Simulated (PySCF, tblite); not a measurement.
# C5H7ClO2Si: geometry, infrared bands and NMR shifts

Aim: predict the infrared bands and NMR shifts of C5H7ClO2Si (`O=CO[C@]1([SiH3])C=C(Cl)C1`).

Computed with tblite 0.8.0 and PySCF 2.14.0, with density-fitted response routines of our own, on a single molecule in the gas phase. Atoms are numbered from 0 throughout.

## (1) The molecule as given

16 atoms, charge 0, multiplicity 1; geometry from: force field or distance geometry start.

Bonds of the start (Å): O0–C1 1.23, C1–O2 1.36, O2–C3 1.45, C3–Si4 1.98, C3–C5 1.52, C5–C6 1.35, C6–Cl7 1.77, C6–C8 1.52, C8–C3 1.57, C1–H9 1.10, Si4–H10 1.48, Si4–H11 1.48, Si4–H12 1.49, C5–H13 1.09, C8–H14 1.09, C8–H15 1.11.

## (2) Relaxing the molecule with GFN2-xTB

The job: settings as JSON, then the geometry in Å.

```
{"job": {"kind": "relax", "xc": "GFN2-xTB", "basis": "xTB"}, "charge": 0, "multiplicity": 1}
O     -1.978700    -1.038300     1.351800
C     -1.985000    -1.353700     0.166900
O     -1.075500    -0.957000    -0.756600
C     -0.046100    -0.045600    -0.305600
Si    -0.663400     1.818500    -0.040800
C      1.178300    -0.085500    -1.205200
C      2.010000    -0.514900    -0.236900
Cl     3.739000    -0.904000    -0.198000
C      0.925200    -0.549100     0.821300
H     -2.715800    -2.035700    -0.287800
H      0.462600     2.684200     0.387600
H     -1.752300     1.904400     0.962500
H     -1.193400     2.349300    -1.326400
H      1.335400     0.143600    -2.256900
H      0.690000    -1.532300     1.224300
H      1.062100     0.125000     1.688400
```

Run with:

```bash
> OMP_NUM_THREADS=1 python probes_run.py task.json out
```

One launch serves the whole session: the jobs run in the order shown.

**Question.** This job is followed by: GFN2-xTB harmonic vibrations, gas phase; GIAO PBE0/pcSseg-1 NMR shielding, non-relativistic, gas phase. Predict these results of the whole session: strongest single infrared mode (GFN2-xTB); zero-point energy (GFN2-xTB); 13C shifts against TMS (PBE0/pcSseg-1); 1H shifts against TMS (PBE0/pcSseg-1, means over atoms taken as alike); 17O shifts against H2O (PBE0/pcSseg-1); 29Si shifts against TMS (PBE0/pcSseg-1); 35Cl shifts against HCl (PBE0/pcSseg-1); surface potential, 1st and 99th percentile.

The runs gave:

| quantity | value |
| --- | --- |
| strongest single infrared mode (GFN2-xTB) | 1733 cm⁻¹, 519 km/mol |
| zero-point energy (GFN2-xTB) | 65.5 kcal/mol |
| 13C shifts against TMS (PBE0/pcSseg-1) | 169.0, 149.6, 144.4, 68.0, 52.9 ppm |
| 1H shifts against TMS (PBE0/pcSseg-1, means over atoms taken as alike) | 8.01, 6.10, 4.35, 3.10, 2.92 ppm |
| 17O shifts against H2O (PBE0/pcSseg-1) | 422.9, 240.4 ppm |
| 29Si shifts against TMS (PBE0/pcSseg-1) | -76.9 ppm |
| 35Cl shifts against HCl (PBE0/pcSseg-1) | 248 ppm |
| surface potential, 1st and 99th percentile | -1.16 V and 1.41 V |

Relaxing lowered the energy by 0.474 eV in 164 steps; the close pair that moved most is C6–Cl7, from 1.773 to 1.701 Å. All 42 modes are real, so the xTB geometry is a minimum. The strongest single mode, at 1733 cm⁻¹, moves mainly C1 and O0. GFN2-xTB is a fitted tight-binding method: band positions and strengths are rough. Its intensities can rank the bands wrongly. At PBE0/pcSseg-1: The widest tensor belongs to O0: span 638 ppm, with a paramagnetic part of -492 ppm. By nearest atom (PBE0/pcSseg-1), the HOMO sits on C5 29 %; Cl7 23 % and the LUMO on C6 25 %; C1, C5 about 17 % each.
